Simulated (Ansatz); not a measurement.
# AsHSi: the cost of one run

Program: Ansatz 0.2.0, Gaussian basis. Level of theory: def2-QZVPP, all electrons in the functionals, frozen cores in the correlation of double hybrids and RPA. These are calculated values, not measurements.

The runs, in order: PBE, BLYP, r2SCAN, B97M-V, PBE0, B3LYP, wB97M-V, B2PLYP, at charge 0, singlet; charge 0, triplet; charge 1, doublet (not every functional at every point).

6 further runs of the same task are left out: 1 that didn't finish, 5 set aside as unsound or not needed.

**1. The geometry**

The geometry is a PBE0/def2-TZVP stationary point (not a proven minimum). No spin-orbit coupling is included. The filled d shell of As may be among the frozen orbitals whatever the setting's name suggests.

3 atoms, charge 0, spin multiplicity 1.

Atoms are counted from 1 here; the program's logs count them from 0.

Bond lengths: Si1–As2 2.148 Å, As2–H3 1.622 Å. Angles: Si1–As2–H3 54.9°.

As a file:

```
Si    0.00000   -0.02642    1.55912
As    0.00000   -0.00774   -0.58923
H     0.00000    1.31158    0.35474
```

No dispersion term is added; B97M-V, wB97M-V hold VV10 nonlocal correlation. B3LYP takes the VWN-RPA correlation.

The geometry shown and the zero of energy belong to the point charge 0, singlet. The yardstick, RCCSD(T), and other wave-function levels (R restricted, U unrestricted, valence and pair active spaces) come from earlier runs.

**2. PBE, charge 0, singlet**

in.yaml reads:

```yaml
crystal:
  periodic: [false, false, false]
  atoms:
    - {symbol: Si, position_ang: [0.000000, -0.026419, 1.559119]}
    - {symbol: As, position_ang: [0.000000, -0.007742, -0.589232]}
    - {symbol: H, position_ang: [0.000000, 1.311581, 0.354737]}
basis:
  gaussian: {orbitals: "def2-QZVPP.json"}
magnetization: {spin_polarized: true, initial_magnetization: 0}
hamiltonian: {xc: {name: PBE}}
output: {orbitals: {seedname: orbitals}}
```

Run with:

```bash
$ ansatz run in.yaml --threads 1 --pin off --events-out ev --progress --plain --max-ram 2393MiB
```

**Question.** How long does this run take on 1 thread of Arm Neoverse V1, shared host?

About 5.5 s.
